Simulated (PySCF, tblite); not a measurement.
# C9H14Si: geometry, infrared bands and NMR shifts

Aim: predict the infrared bands and NMR shifts of C9H14Si (`CC#CC#CCC[SiH](C)C`).

Computed with tblite 0.8.0 and PySCF 2.14.0, with density-fitted response routines of our own, on a single molecule in the gas phase. Atoms are numbered from 0 throughout.

### Step 1. Starting geometry

24 atoms, charge 0, multiplicity 1; geometry from: force field or distance geometry start.

Bonds of the start (Å): C0–C1 1.48, C1–C2 1.18, C2–C3 1.55, C3–C4 1.20, C4–C5 1.48, C5–C6 1.52, C6–Si7 1.88, Si7–C8 1.87, Si7–C9 1.86, C0–H10 1.09, C0–H11 1.10, C0–H12 1.08, C5–H13 1.10, C5–H14 1.11, C6–H15 1.11, C6–H16 1.09, Si7–H17 1.48, C8–H18 1.10, C8–H19 1.09, C8–H20 1.09, C9–H21 1.09, C9–H22 1.10, C9–H23 1.10.

### Step 2. Relaxing the molecule with GFN2-xTB

Job settings and geometry (Å):

```
{"job": {"kind": "relax", "xc": "GFN2-xTB", "basis": "xTB"}, "charge": 0, "multiplicity": 1}
C      6.382200    -0.923800     0.964800
C      4.997200    -0.473300     0.711000
C      3.885300    -0.117300     0.523100
C      2.431000     0.360800     0.253600
C      1.304100     0.714900     0.069000
C     -0.078000     1.163200    -0.187900
C     -1.075200     0.067700     0.167300
Si    -2.880700     0.528500    -0.092200
C     -3.987300    -0.840800     0.527900
C     -3.222400     0.869300    -1.889600
H      6.857600    -0.287600     1.710000
H      6.386100    -1.954200     1.336100
H      6.960800    -0.878800     0.056700
H     -0.171700     1.446300    -1.242700
H     -0.275800     2.075300     0.407200
H     -0.954300    -0.215200     1.236700
H     -0.860800    -0.833500    -0.413700
H     -3.169700     1.750200     0.682700
H     -5.047000    -0.568900     0.408800
H     -3.806800    -1.767300    -0.012400
H     -3.818500    -1.022000     1.593800
H     -4.269000     1.137400    -2.051500
H     -2.598500     1.709800    -2.240800
H     -3.000400    -0.012900    -2.510400
```

Started as:

```sh
OMP_NUM_THREADS=1 python probes_run.py task.json out
```

The driver reads the jobs from task.json and runs them one after another.

**Question.** This job is followed by: GFN2-xTB harmonic vibrations, gas phase; GIAO PBE0/pcSseg-1 NMR shielding, non-relativistic, gas phase. Predict these results of the whole session: strongest single infrared mode (GFN2-xTB); zero-point energy (GFN2-xTB); 13C shifts against TMS (PBE0/pcSseg-1, means over atoms taken as alike); 1H shifts against TMS (PBE0/pcSseg-1, means over atoms taken as alike); 29Si shifts against TMS (PBE0/pcSseg-1); surface potential, 1st and 99th percentile.

The runs gave:

| quantity | value |
| --- | --- |
| strongest single infrared mode (GFN2-xTB) | 2151 cm⁻¹, 356 km/mol |
| zero-point energy (GFN2-xTB) | 120.8 kcal/mol |
| 13C shifts against TMS (PBE0/pcSseg-1, means over atoms taken as alike) | 84.0, 78.8, 73.4, 72.8, 19.4, 17.6, 5.5, -4.0 ppm |
| 1H shifts against TMS (PBE0/pcSseg-1, means over atoms taken as alike) | 4.29, 2.27, 2.11, 0.95, 0.07 ppm |
| 29Si shifts against TMS (PBE0/pcSseg-1) | -15.6 ppm |
| surface potential, 1st and 99th percentile | -0.89 V and 0.85 V |

The optimisation took 52 steps and gained 0.754 eV; among the close pairs (by a distance rule), C2–C3 changed most, from 1.554 to 1.359 Å. The lowest mode is imaginary (36i cm⁻¹), so the xTB geometry is not a minimum. The strongest single mode, at 2151 cm⁻¹, moves mainly H17. GFN2-xTB is a fitted tight-binding method: band positions and strengths are rough. Its intensities can rank the bands wrongly. At PBE0/pcSseg-1: The largest span, 294 ppm, is at C4, where the paramagnetic term is -159 ppm.
